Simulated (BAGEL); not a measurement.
**HF/3-21G (density fitting with qzvpp-jkfit) run of CH3GaO2 (SMILES O=[C](O)[GaH2])**

What is the vertical ionisation energy of CH3GaO2 at HF/3-21G (density fitting with qzvpp-jkfit)? 

The calculation is run with BAGEL 1.2.2.

5 further runs of the same task are left out: 5 that didn't finish.

### Step 1. The system as given

CH3GaO2: 7 atoms, total charge 0, spin state singlet. SMILES: `O=[C](O)[GaH2]`. The shape comes from GFN2-xTB, which is rough for such elements, and wasn't checked as a minimum. This is one conformer, not always the lowest.

Bond lengths: O1–C2 1.199 Å, C2–O3 1.351 Å, C2–Ga4 2.043 Å, O3–H5 0.976 Å, Ga4–H6 1.592 Å, Ga4–H7 1.577 Å. Angles: O1–C2–O3 123.3°, O1–C2–Ga4 141.3°, O3–C2–Ga4 95.4°, C2–O3–H5 113.7°, C2–Ga4–H6 126.8°, C2–Ga4–H7 113.4°, H6–Ga4–H7 119.8°.

### Step 2. A single-point energy at HF/3-21G (density fitting with qzvpp-jkfit)

hf.json reads:

```json
{ "bagel" : [

{
  "title" : "molecule",
  "basis" : "3-21g",
  "df_basis" : "qzvpp-jkfit",
  "angstrom" : "true",
  "geometry" : [
    { "atom" : "O", "xyz" : [    0.454100,   -0.671360,    1.885200 ] },
    { "atom" : "C", "xyz" : [    0.277040,   -0.369330,    0.738120 ] },
    { "atom" : "O", "xyz" : [    0.906570,   -0.972890,   -0.293110 ] },
    { "atom" : "Ga", "xyz" : [   -0.799870,    0.920870,   -0.423950 ] },
    { "atom" : "H", "xyz" : [    1.523920,   -1.676530,   -0.017910 ] },
    { "atom" : "H", "xyz" : [   -1.878470,    1.980250,    0.075320 ] },
    { "atom" : "H", "xyz" : [   -0.483290,    0.788990,   -1.963660 ] }
  ]
},
{ "title" : "hf" },
{ "title" : "print", "file" : "orbitals.molden", "orbitals" : "true" }

]}
```

The run is started by

```console
BAGEL_NUM_THREADS=1 BAGEL hf.json > hf.out
```

Standard output:

```text
* using 1 threads per process

  ===============================================================
  ===============================================================

  *** Geometry ***

  { "atom" : "O", "xyz" : [      0.858125,     -1.268687,      3.562512 ] },
  { "atom" : "C", "xyz" : [      0.523530,     -0.697933,      1.394845 ] },
  { "atom" : "O", "xyz" : [      1.713169,     -1.838496,     -0.553898 ] },
  { "atom" : "Ga", "xyz" : [     -1.511535,      1.740192,     -0.801149 ] },
  { "atom" : "H", "xyz" : [      2.879791,     -3.168183,     -0.033845 ] },
  { "atom" : "H", "xyz" : [     -3.549794,      3.742130,      0.142334 ] },
  { "atom" : "H", "xyz" : [     -0.913286,      1.490975,     -3.710780 ] },

  Number of auxiliary basis functions:      549

  Since a DF basis is specified, we compute 2- and 3-index integrals:
    o Being stored without compression. Storage requirement is 0.013 GB

  Number of basis functions:       55
  Number of electrons      :       56

    * METHOD: MOLECULE                             0.86

  *** RHF ***

  === Nuclear Repulsion ===
   237.5543074467

      * DIIS with orbital gradients will be used.

  === RHF iteration (3-21g) ===
      0      -2101.93738814          0.02482913           0.15
      1      -2102.03203253          0.01744163           0.15
      2      -2102.08902542          0.00217044           0.22
      3      -2102.09087005          0.00129177           0.19
      4      -2102.09142082          0.00029926           0.17
      5      -2102.09151480          0.00012613           0.22
      6      -2102.09152929          0.00004422           0.12
      7      -2102.09153102          0.00000788           0.13
      8      -2102.09153106          0.00000192           0.11
      9      -2102.09153106          0.00000100           0.12
     10      -2102.09153106          0.00000026           0.15
     11      -2102.09153106          0.00000009           0.10
     12      -2102.09153106          0.00000004           0.12
     13      -2102.09153106          0.00000002           0.16
     14      -2102.09153106          0.00000001           0.16
    * SCF iteration converged.

    * Permanent dipole moment:
           (   -0.076895,     0.024346,     0.576093) a.u.

    * METHOD: HF                                   2.77

    * METHOD: PRINT                                0.01

  ===============================================================
```

Run time: 4.5 s. Hardware: 1 thread of Intel Xeon at 2.50GHz (Skylake/Cascade Lake), shared host.

### Step 3. The doublet cation at the same level

job.json reads:

```json
{ "bagel" : [

{
  "title" : "molecule",
  "basis" : "3-21g",
  "df_basis" : "qzvpp-jkfit",
  "angstrom" : true,
  "geometry" : [
    { "atom" : "O", "xyz" : [       0.454100,      -0.671360,       1.885200 ] },
    { "atom" : "C", "xyz" : [       0.277040,      -0.369330,       0.738120 ] },
    { "atom" : "O", "xyz" : [       0.906570,      -0.972890,      -0.293110 ] },
    { "atom" : "Ga", "xyz" : [      -0.799870,       0.920870,      -0.423950 ] },
    { "atom" : "H", "xyz" : [       1.523920,      -1.676530,      -0.017910 ] },
    { "atom" : "H", "xyz" : [      -1.878470,       1.980250,       0.075320 ] },
    { "atom" : "H", "xyz" : [      -0.483290,       0.788990,      -1.963660 ] }
  ]
},

{
  "title" : "uhf",
  "charge" : 1,
  "nopen" : 1
},

{
  "title" : "print",
  "file" : "orbitals.molden",
  "orbitals" : true
}

]}
```

The run is started by

```console
BAGEL_NUM_THREADS=1 BAGEL job.json > job.out
```

Standard output:

```text
* using 1 threads per process

  ===============================================================
  ===============================================================

  *** Geometry ***

  { "atom" : "O", "xyz" : [      0.858125,     -1.268687,      3.562512 ] },
  { "atom" : "C", "xyz" : [      0.523530,     -0.697933,      1.394845 ] },
  { "atom" : "O", "xyz" : [      1.713169,     -1.838496,     -0.553898 ] },
  { "atom" : "Ga", "xyz" : [     -1.511535,      1.740192,     -0.801149 ] },
  { "atom" : "H", "xyz" : [      2.879791,     -3.168183,     -0.033845 ] },
  { "atom" : "H", "xyz" : [     -3.549794,      3.742130,      0.142334 ] },
  { "atom" : "H", "xyz" : [     -0.913286,      1.490975,     -3.710780 ] },

  Number of auxiliary basis functions:      549

  Since a DF basis is specified, we compute 2- and 3-index integrals:
    o Being stored without compression. Storage requirement is 0.013 GB

  Number of basis functions:       55
  Number of electrons      :       56

    * METHOD: MOLECULE                             0.63

  *** Open-shell HF ***

  === Nuclear Repulsion ===
   237.5543074467

      * DIIS with orbital gradients will be used.

  === UHF iteration (3-21g) ===
      0      -2101.55767511          0.04953088           0.43
      1      -2101.64141225          0.04644922           0.43
      2      -2101.67431917          0.03845279           0.40
      3      -2101.75214662          0.00446539           0.24
      4      -2101.75664724          0.00344020           0.24
      5      -2101.76284362          0.00301166           0.26
      6      -2101.77110325          0.00151478           0.25
      7      -2101.77312652          0.00061477           0.49
      8      -2101.77341365          0.00030516           0.38
      9      -2101.77346514          0.00025068           0.24
     10      -2101.77350604          0.00015710           0.48
     11      -2101.77351407          0.00005890           0.44
     12      -2101.77351670          0.00002067           0.38
     13      -2101.77351684          0.00000588           0.27
     14      -2101.77351687          0.00000291           0.35
     15      -2101.77351688          0.00000098           0.57
     16      -2101.77351688          0.00000050           0.64
     17      -2101.77351688          0.00000028           0.41
     18      -2101.77351688          0.00000018           0.32
     19      -2101.77351688          0.00000012           0.23
     20      -2101.77351688          0.00000007           0.28
     21      -2101.77351688          0.00000005           0.40
     22      -2101.77351688          0.00000004           0.54
     23      -2101.77351688          0.00000003           0.37
     24      -2101.77351688          0.00000002           0.35
     25      -2101.77351688          0.00000002           0.34
     26      -2101.77351688          0.00000001           0.28
    * SCF iteration converged.

    * S^2 (UHF) is 0.7732

    * Permanent dipole moment:
           (   -0.906523,     1.048007,    -0.631534) a.u.

    * METHOD: UHF                                 10.60

    * METHOD: PRINT                                0.01

  ===============================================================
```

Wall time 12 s (1 thread of Intel Xeon at 2.50GHz (Skylake/Cascade Lake), shared host).

### Step 4. Summary of results

Level: HF/3-21G (density fitting with qzvpp-jkfit).

| quantity | value |
| --- | --- |
| singlet CH3GaO2: total energy | -2102.09153 Eh |
| singlet CH3GaO2: dipole moment | 1.48 D |
| singlet CH3GaO2: HOMO energy | -10.57 eV |
| singlet CH3GaO2: LUMO energy | 0.60 eV |
| singlet CH3GaO2: HOMO–LUMO gap | 11.17 eV |
| doublet cation: total energy | -2101.77352 Eh |
| doublet cation: ⟨S²⟩ | 0.773 |
| vertical ionisation energy (to the doublet cation) | 8.654 eV |

What this shows: Removing an electron at fixed nuclei costs 8.65 eV (835 kJ/mol). −ε(HOMO) before ionisation, 10.57 eV, is 1.91 eV above this ionisation energy.
